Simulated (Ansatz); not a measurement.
# CaAlO: the cost of one run

Program: Ansatz 0.2.0. Level of theory: DFT PBE, scalar-relativistic, plane waves, PAW. These are calculated values, not measurements.

## Step 1: Starting point

Symmetry: Immm, No. 71, orthorhombic system. Conventional cell: a = 4.163 Å, b = 4.654 Å, c = 5.375 Å, α = 90.00°, β = 90.00°, γ = 90.00°. Around Ca (site symmetry mmm) lie 2 Al at 2.33 Å. Al (site symmetry mmm) has 2 O at 2.08 Å and 2 Ca at 2.33 Å in its first shell of neighbours. O (site symmetry mmm) is surrounded by 2 Al at 2.08 Å.

Structure file:

```
Ca Al O
1.0
    -2.08172    2.32721    2.68763
     2.08172   -2.32721    2.68763
     2.08172    2.32721   -2.68763
Ca Al O
1 1 1
Cartesian
  2.0817 0.0000 0.0000
  0.0000 0.0000 2.6876
  0.0000 2.3272 0.0000
```

Recipe of the guess: random cell by space group and Wyckoff sites (Immm, No. 71). Lengths come from tabulated atomic sizes and are only a guess.

## Step 2: A first look at the guess

Contents of input.yaml:

```yaml
crystal:
  lattice:
    - [-2.0817174, 2.32720578, 2.68762876]
    - [2.0817174, -2.32720578, 2.68762876]
    - [2.0817174, 2.32720578, -2.68762876]
  atoms:
    - { symbol: Ca, position: [0.0, 0.5, 0.5] }
    - { symbol: Al, position: [0.5, 0.5, 0.0] }
    - { symbol: O, position: [0.5, 0.0, 0.5] }
basis:
  ecutwfc: 420
kpoints:
  mp_grid: { grid: [6, 6, 6] }
hamiltonian:
  xc: pbe
scf:
  occupations: { method: gaussian, width: 0.1 }
  lower_state_search: "off"
output:
  forces: true
  stress: true
  eigenvalues: true
```

Started as:

```
ansatz run input.yaml --threads 1 --pin off --max-ram 2560MiB --backend cpu --events-out ev --progress --plain --runs-dir out
```

What time and memory should one allow on 1 thread of Intel Xeon at 2.50GHz (Skylake/Cascade Lake), shared host?

About 4.7 s, with a peak of 0.35 GiB.
